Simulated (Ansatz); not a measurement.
# SiGeF (quartet): the correlation ladder at a displaced geometry (v1), cc-pVDZ

An exercise on one series of results from a longer session: the logs are not shown, and one member is left open.

Method: cc-pVDZ, core rule «outside noble gas», up to 20 orbitals frozen; program: Ansatz 0.2.0, Gaussian basis.

Plan: UHF; CCSD(T) on ROHF; CCSD(T) on UHF; BCCD(T) on ROHF; CISD; CCSDT(Q) on ROHF; CCSDT(Q) on UHF.

39 further runs of the same task are left out: 10 for a known fault of the program, 14 that didn't finish, 15 set aside as unsound or not needed.

**The system**

The geometry is a PBE0/def2-TZVP stationary point (not a proven minimum) with its atoms shifted at random (size 0.040 Å). No spin-orbit coupling is included. The filled d shell of Ge may be among the frozen orbitals whatever the setting's name suggests; the logs give the count.

3 atoms, charge 0, spin multiplicity 4.

Atoms are counted from 1 here; the program's logs count them from 0.

Bond lengths: F1–Ge2 1.751 Å, Ge2–Si3 2.441 Å. Angles: F1–Ge2–Si3 108.9°.

The first run:

File in.yaml:

```yaml
crystal:
  periodic: [false, false, false]
  atoms:
    - {symbol: F, position_ang: [-0.010551, -1.068515, 1.380066]}
    - {symbol: Ge, position_ang: [-0.011384, 0.380578, 0.396294]}
    - {symbol: Si, position_ang: [0.036580, -0.261527, -1.958513]}
basis:
  gaussian: {orbitals: cc-pVDZ}
magnetization: {spin_polarized: true, initial_magnetization: 3}
hamiltonian: {xc: hf}
output: {orbitals: {seedname: orbitals}}
```

The run is started by

```
$ ansatz run in.yaml --threads 1 --pin off --events-out ev --progress --plain --max-ram 2393MiB
```

Steps of the session up to this table: UHF; CCSD(T) on ROHF; CCSD(T) on UHF; BCCD(T) on ROHF; CISD; CCSDT(Q) on ROHF; CCSDT(Q) on UHF.

One table of the session follows, with a row left open; its other results are not shown here.

It belongs to the step «Misses and costs». 

| method | from UCCSDT(Q) (kcal/mol) |
| --- | --- |
| ROHF | +225.54 |
| UHF | +222.99 |
| RMP2 | +24.13 |
| UMP2 | +24.98 |
| RCCSD | +8.44 |
| UCCSD | +8.28 |
| RCCSD(T) | +1.81 |
| UCCSD(T) | ? |
| BCCD(T) | +1.64 |
| RCCSDT | +0.79 |
| UCCSDT | +0.72 |
| RCCSDT(Q) | +0.19 |
| UCCSDT(Q) | 0 |

Estimate the missing values for UCCSD(T).

The run gave: from UCCSDT(Q) (kcal/mol): +1.76. In the column «from UCCSDT(Q) (kcal/mol)» it lies between BCCD(T) (+1.64) and RCCSD(T) (+1.81).

Not comparable, so not listed: CISD (they don't share determinant, frozen orbitals or solution with the rows shown, or repeat one).

Caveats from the session: Restricted and unrestricted rows rest on different reference determinants; where their highest levels disagree by more than a few hundredths of an eV, they describe different states and don't form one ladder.
